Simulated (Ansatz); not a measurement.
# C₂H₆AlCl: basis-set convergence

One table from this session's results is given with a row withheld; the runs are named, their logs left out.

Computed with Ansatz 0.2.0, Gaussian basis. Level: one geometry, several basis sets.

Levels to be run: PBE0-D4/def2-SVP; ωB97M-V/def2-SVP; PBE0-D4/def2-QZVPP; ωB97M-V/def2-QZVPP; the functionals' def2-TZVPP values are taken from earlier runs.

## Structure used throughout

The geometry comes from an earlier relaxation with PBE0-D4 in a triple-zeta def2 set; it is a stationary point, not always the lowest conformer.

10 atoms, charge 0, spin multiplicity 1.

Atoms are counted from 1 here; the program's logs count them from 0.

Bond lengths: Al1–Cl4 2.131 Å, Al1–H5 1.584 Å, Al1–H6 1.584 Å, C2–C3 1.339 Å, C2–H7 1.084 Å, C2–H8 1.086 Å, C3–H9 1.084 Å, C3–H10 1.086 Å. Angles: Cl4–Al1–H5 116.5°, Cl4–Al1–H6 116.5°, H5–Al1–H6 121.7°, C3–C2–H7 121.6°, C3–C2–H8 121.3°, H7–C2–H8 117.0°, C2–C3–H9 121.6°, C2–C3–H10 121.3°, H9–C3–H10 117.0°.

The first run:

in.yaml reads:

```yaml
crystal:
  periodic: [false, false, false]
  atoms:
    - {symbol: Al, position_ang: [-0.535602, 1.032543, -0.727837]}
    - {symbol: C, position_ang: [-0.202346, -0.917789, 0.791970]}
    - {symbol: C, position_ang: [0.953754, -0.775136, 0.131937]}
    - {symbol: Cl, position_ang: [0.054517, 2.563401, 0.632063]}
    - {symbol: H, position_ang: [0.331626, 0.885701, -2.044795]}
    - {symbol: H, position_ang: [-2.056113, 0.592469, -0.678348]}
    - {symbol: H, position_ang: [-0.942573, -1.649505, 0.490052]}
    - {symbol: H, position_ang: [-0.423274, -0.330087, 1.677535]}
    - {symbol: H, position_ang: [1.194976, -1.385747, -0.730302]}
    - {symbol: H, position_ang: [1.708034, -0.067050, 0.460725]}
basis:
  gaussian: {orbitals: def2-SVP}
hamiltonian: {xc: pbe0, dispersion: d4}
output: {orbitals: {seedname: orbitals}}
```

Command:

```sh
ansatz run in.yaml --threads 2 --pin off --events-out ev --progress --plain --max-ram 4352MiB
```

Among the steps run: PBE0-D4 in def2-SVP; ωB97M-V in def2-SVP; PBE0-D4 in def2-QZVPP; ωB97M-V in def2-QZVPP.

One of the session's tables, all rows but one given; the rest of the session is left out.

It belongs to the step «Density functionals: the series». 

```
functional       basis  HOMO (eV)
   PBE0-D4    def2-SVP      -7.92
   PBE0-D4  def2-TZVPP          ?
   PBE0-D4  def2-QZVPP      -8.03
   ωB97M-V    def2-SVP     -10.04
   ωB97M-V  def2-TZVPP     -10.20
   ωB97M-V  def2-QZVPP     -10.22
```

Estimate the missing values for PBE0-D4, def2-TZVPP.

The run gave: HOMO (eV): -8.01. In the column «HOMO (eV)» it lies between PBE0-D4, def2-QZVPP (-8.03) and PBE0-D4, def2-SVP (-7.92).
